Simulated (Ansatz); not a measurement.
# C3H5ClSi: up Jacob's ladder to CCSD(T)

One table from this session's results is given with a row withheld; the runs are named, their logs left out.

Computed with Ansatz 0.2.0, Gaussian basis. Level: functionals in def2-TZVPP, the program's frozen cores in correlated methods.

Plan: LDA (SPW92), PBE-D4, revPBE-D4, BLYP-D4, r2SCAN-D4, B97M-V, PBE0-D4, B3LYP-D4, r2SCANh-D4, r2SCAN0-D4, HSE06-D4, BHLYP-D4, CAM-B3LYP-D4, LC-ωPBE, ωB97X-V, ωB97M-V, B2PLYP, PBE-QIDH; CCSD(T)/def2-SVP; CCSD(T)/def2-TZVPP; MP2/def2-QZVPP; extrapolation to the limit; RPA on PBE.

### The geometry

An earlier PBE0-D4 in a triple-zeta def2 set relaxation fixed the geometry.

SMILES `ClC1=CC[SiH2]1`, 10 atoms, charge 0, spin multiplicity 1.

Atoms are counted from 1 here; the program's logs count them from 0.

Bond lengths: Cl1–C2 1.708 Å, C2–C3 1.341 Å, C2–Si5 1.860 Å, C3–C4 1.517 Å, C3–H6 1.089 Å, C4–Si5 1.897 Å, C4–H7 1.093 Å, C4–H8 1.093 Å, Si5–H9 1.487 Å, Si5–H10 1.487 Å. Angles: Cl1–C2–C3 127.7°, Cl1–C2–Si5 140.3°, C3–C2–Si5 92.1°, C2–C3–C4 107.0°, C2–C3–H6 127.3°, C4–C3–H6 125.6°, C3–C4–Si5 85.4°, C3–C4–H7 113.9°, C3–C4–H8 113.9°, Si5–C4–H7 116.8°, Si5–C4–H8 116.8°, H7–C4–H8 108.7°, C2–Si5–C4 75.5°, C2–Si5–H9 117.3°, C2–Si5–H10 117.3°, C4–Si5–H9 117.6°, C4–Si5–H10 117.6°, H9–Si5–H10 108.8°.

Set-up of the first run:

Input file in.yaml:

```yaml
crystal:
  periodic: [false, false, false]
  atoms:
    - {symbol: Cl, position_ang: [-0.332847, 0.192729, 2.899146]}
    - {symbol: C, position_ang: [-0.134001, 0.079872, 1.206202]}
    - {symbol: C, position_ang: [0.043126, -1.029941, 0.474059]}
    - {symbol: C, position_ang: [0.167348, -0.592623, -0.972985]}
    - {symbol: Si, position_ang: [-0.058239, 1.166750, -0.300806]}
    - {symbol: H, position_ang: [0.090928, -2.056853, 0.832979]}
    - {symbol: H, position_ang: [1.134383, -0.826829, -1.424329]}
    - {symbol: H, position_ang: [-0.624043, -0.977214, -1.620686]}
    - {symbol: H, position_ang: [1.095172, 2.098699, -0.411360]}
    - {symbol: H, position_ang: [-1.298628, 1.894309, -0.679219]}
basis:
  gaussian: {orbitals: def2-TZVPP}
hamiltonian: {xc: lda}
output: {orbitals: {seedname: orbitals}}
```

Launch:

```bash
$ ansatz run in.yaml --threads 4 --pin off --events-out ev --progress --plain --max-ram 10444MiB
```

Among the steps run: LDA; PBE-D4 (GGA); revPBE-D4 (GGA); BLYP-D4 (GGA); r2SCAN-D4 (meta-GGA); B97M-V (meta-GGA); PBE0-D4 (hybrid); B3LYP-D4 (hybrid); r2SCANh-D4 (hybrid); r2SCAN0-D4 (hybrid); HSE06-D4 (hybrid); BHLYP-D4 (hybrid); CAM-B3LYP-D4 (range-separated); LC-ωPBE (range-separated); ωB97X-V (range-separated); ωB97M-V (range-separated); B2PLYP (double hybrid); PBE-QIDH (double hybrid).

One of the session's tables, all rows but one given; the rest of the session is left out.

It belongs to the step «Orbital energies across the functionals». 

```
  functional  HOMO (eV)  gap (eV)
 LDA (SPW92)      -6.35      4.73
      PBE-D4      -6.21      4.81
   revPBE-D4      -6.16      4.84
     BLYP-D4      -6.04      4.79
   r2SCAN-D4      -6.42      5.20
      B97M-V          ?         ?
     PBE0-D4      -7.34      6.92
    B3LYP-D4      -7.10      6.48
  r2SCANh-D4      -6.84      5.99
  r2SCAN0-D4      -7.47      7.16
    HSE06-D4      -6.94      6.14
    BHLYP-D4      -8.29      9.01
CAM-B3LYP-D4      -8.59      9.36
     LC-ωPBE      -9.96     11.85
     ωB97X-V      -9.59     11.41
     ωB97M-V      -9.47     11.09
```

Estimate the missing values for B97M-V.

The run gave: HOMO (eV): -6.49; gap (eV): 5.31. In the column «HOMO (eV)» it lies between r2SCANh-D4 (-6.84) and r2SCAN-D4 (-6.42).
